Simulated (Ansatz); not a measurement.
# Ir4Pt: the cost of one run

Method: DFT PBE, scalar-relativistic, plane waves, PAW, unless a step names another level, in Ansatz 0.2.0.

7 further runs of the same task are left out: 7 set aside as unsound or not needed.

### 1 The formula and the candidates

Pauling electronegativities: Ir 2.20, Pt 2.28 (spread 0.08). It is an alloy, so charge balance gives no guide. Tabulated atomic sizes suggest about 14 Å³/atom. 25 candidates were drawn, by swapping species into database cells of other compounds, at random by space group and Wyckoff sites, or by hand, as the table says:

| name | made from | space group no. | Wyckoff sites | atoms (primitive cell) | V (Å³/atom) |
| --- | --- | --- | --- | --- | --- |
| c01 | database cell of Mn4N | 221 | Ir 1b, 3c; Pt 1a | 5 | 13.6 |
| c02 | random | 191 | Ir 2d, 2e; Pt 1a | 5 | 17.0 |
| c03 | random | 227 | Ir 16d, 16c; Pt 8b | 10 | 15.0 |
| c04 | database cell of Co4N | 221 | Ir 3d, 1b; Pt 1a | 5 | 14.3 |
| c05 | random | 221 | Ir 8g; Pt 1a, 1b | 10 | 14.6 |
| c06 | random | 221 | Ir 3d, 1a; Pt 1b | 5 | 18.0 |
| c07 | random | 191 | Ir 3g, 1b; Pt 1a | 5 | 17.5 |
| c08 | random | 191 | Ir 2c, 2d; Pt 1b | 5 | 16.4 |
| c09 | random | 221 | Ir 3c, 1a; Pt 1b | 5 | 13.9 |
| c10 | database cell of OsCl4 | 65 | Ir 4j, 4g; Pt 2a | 5 | 13.2 |
| c11 | database cell of GeF4 | 217 | Ir 8c; Pt 2a | 5 | 18.4 |
| c12 | random | 216 | Ir 16e; Pt 4c | 5 | 15.0 |
| c13 | random | 216 | Ir 16e; Pt 4b | 5 | 16.2 |
| c14 | random | 191 | Ir 3f, 1b; Pt 1a | 5 | 17.6 |
| c15 | random | 123 | Ir 1a, 2f, 1b; Pt 1c | 5 | 14.3 |
| c16 | random | 187 | Ir 3j, 1d; Pt 1a | 5 | 14.0 |
| c17 | elements ordered on the sites of the P, Ir/Pt on P | 123 | Ir 2g, 2g; Pt 1a | 5 | 14.6 |
| c18 | random | 164 | Ir 2d, 2d; Pt 1b | 5 | 14.3 |
| c19 | database cell of SO4 | 216 | Ir 16e; Pt 4a | 5 | 19.5 |
| c20 | database cell of Co4H | 164 | Ir 2d, 2d; Pt 1a | 5 | 13.1 |
| c21 | database cell of Ba4Rh | 227 | Ir 32e; Pt 8b | 10 | 19.5 |
| c22 | database cell of MnGa4 | 229 | Ir 8c; Pt 2a | 5 | 14.3 |
| c23 | database cell of PbF4 | 139 | Ir 4e, 4c; Pt 2a | 5 | 13.7 |
| c24 | random | 225 | Ir 32f; Pt 8c | 10 | 16.5 |
| c25 | random | 139 | Ir 8i; Pt 2b | 5 | 17.2 |

### 2 Screening run of c01

File input.yaml:

```yaml
crystal:
  lattice:
    - [4.08396071, 0.0, 0.0]
    - [0.0, 4.08396071, 0.0]
    - [0.0, 0.0, 4.08396071]
  atoms:
    - { symbol: Ir, position: [0.5, 0.5, 0.5] }
    - { symbol: Ir, position: [0.0, 0.5, 0.5] }
    - { symbol: Ir, position: [0.5, 0.0, 0.5] }
    - { symbol: Ir, position: [0.5, 0.5, 0.0] }
    - { symbol: Pt, position: [0.0, 0.0, 0.0] }
basis:
  ecutwfc: 420
kpoints:
  mp_grid: { grid: [4, 4, 4] }
hamiltonian:
  xc: pbe
scf:
  occupations: { method: gaussian, width: 0.2 }
  lower_state_search: "off"
output:
  forces: true
  stress: true
  eigenvalues: true
relax:
  adjacent_minimum: "off"
  f_tol: 0.08
  max_steps: 16
  cell: { stress_tol: 0.8 }
```

Started as:

```
$ ansatz run input.yaml --threads 1 --pin off --max-ram 2560MiB --backend cpu --events-out ev --progress --plain --runs-dir out
```

**Question.** How long does this run take on 1 thread of Intel Xeon Platinum 8488C (Sapphire Rapids), shared host, and how much memory does it need?

About 20 s, with a peak of 0.43 GiB.
